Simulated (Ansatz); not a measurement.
The system is CsLiCr2Te2S3.

```xyz
9
Lattice="3.6036 0.0000 0.0000 -1.8018 3.1208 0.0000 0.0000 0.0000 19.0665" Properties=species:S:1:pos:R:3 pbc="T T T"
Cs    0.0000    0.0000    7.1307
Li    1.8018    1.0403    0.3064
Cr    0.0000    0.0000   16.5187
Cr    0.0000    2.0805    3.2095
Te    0.0000    2.0805   10.2751
Te    1.8018    1.0403   14.7338
S     0.0000    0.0000    1.9124
S     0.0000    2.0805   17.7166
S     1.8018    1.0403    4.4631
```

The cell was built by a generator and needn't be a form met in nature.

```yaml
Program: Ansatz 0.2.0
Task: relaxation of cell and atoms
Functional: PBE
Dispersion: D3(BJ)
Potentials_or_basis: Ansatz PAW
Cutoff: "420 eV (not typed: the program's choice for these potentials)"
k_mesh: 6 × 6 × 1
Occupations: fermi-dirac, width 0.05 eV
Spin: collinear spin, ferromagnetic start
Starting_moments: "[0.0, 0.0, 3.0, 3.0, 0.0, 0.0, 0.0, 0.0, 0.0] μB"
```

At the start: volume 23.82 Å³/atom.

**Question.** How do energy, volume and symmetry change on relaxing?

**Answer.** It ends after 17 steps and the volume is 22.00 Å³/atom (-7.7 %); space group P3m1 (No. 156, to 0.05 Å); moment 5.82 μB per cell.

Step by step:
```tsv
step	energy change (eV)	largest force (eV/Å)	volume (Å³)
1	0.0000	2.0600	214.42
2	-0.0137	0.2378	215.01
3	-0.0550	0.3024	210.24
4	-0.1080	0.2802	205.38
5	-0.1369	1.7346	198.55
6	-0.1503	0.0819	199.82
7	-0.1532	0.0942	198.97
8	-0.1550	0.0781	198.74
9	-0.1574	0.0747	198.18
10	-0.1576	0.0469	197.85
11	-0.1578	0.0539	197.96
12	-0.1579	0.0681	197.99
13	-0.1582	0.0150	197.89
14	-0.1582	0.0132	197.90
15	-0.1582	0.0102	197.95
16	-0.1582	0.0049	197.98
17	-0.1564	0.0047	197.98
```

Final structure:
```xyz
9
Lattice="3.5695 0.0000 0.0000 -1.7847 3.0913 0.0000 0.0000 0.0000 17.9422" Properties=species:S:1:pos:R:3 pbc="T T T"
Cs    0.0000    0.0000    6.9444
Li    1.7847    1.0304    0.2907
Cr    0.0000    0.0000   15.3114
Cr    0.0000    2.0608    3.0692
Te    0.0000    2.0608   10.0415
Te    1.7847    1.0304   13.4813
S     0.0000    0.0000    1.7744
S     0.0000    2.0608   16.5416
S     1.7847    1.0304    4.3145
```

Caveat: the plane-wave basis is chosen anew once the cell has moved, so the energies of steps on either side of that aren't comparable; only a ferromagnetic start was run, and an antiferromagnetic order may lie lower in energy; pairwise dispersion overbinds metals, which lowers pressure and volume.
